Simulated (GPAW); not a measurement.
**NiTeSe: equation of state with PBE**

The system is NiTeSe.

```
CELL_PARAMETERS angstrom
3.71942 0.00000 0.00000
-1.85971 3.22111 0.00000
0.00000 0.00000 5.15677
ATOMIC_POSITIONS crystal
Te 0.66667 0.33333 0.74931
Se 0.33333 0.66667 0.23782
Ni 0.00000 0.00000 0.01287
```

The cell comes from a database or a generator and needn't be the stable form of this composition.

```yaml
Program: GPAW 26.7.0
Task: equation of state
Functional: PBE
Potentials_or_basis: GPAW PAW data sets (gpaw-data 1.2.1)
Cutoff: 600 eV
Basis: pw
k_mesh: 8 × 8 × 5
Occupations: fermi-dirac, width 0.05 eV
Spin: collinear spin, ferromagnetic start
Starting_moments: "[0.0, 0.0, 1.0] μB"
Maxiter: 150
Eos_scales: "[0.94, 0.96, 0.98, 1.0, 1.02, 1.04, 1.06]"
```

```
Equilibrium volume                        : 20.93 Å³/atom
Bulk modulus at fixed shape and positions : 87 GPa
Pressure derivative of the bulk modulus   : 4.7
```

Energy against volume, from the lowest point:
| volume (Å³/atom) | energy (meV/atom) |
| --- | --- |
| 19.358 | 36.98 |
| 19.770 | 19.28 |
| 20.182 | 7.63 |
| 20.594 | 1.40 |
| 21.006 | 0.00 |
| 21.418 | 2.92 |
| 21.829 | 9.69 |

It took 11 min on 1 thread of Arm Neoverse V2, on a shared host, peak memory 0.56 GiB.

Caveat: the cell was scaled at fixed shape and fractional positions, which overstates the stiffness of a crystal with free parameters, most of all of layers and chains. The run has no spin-orbit coupling, so splittings on Te are missing.
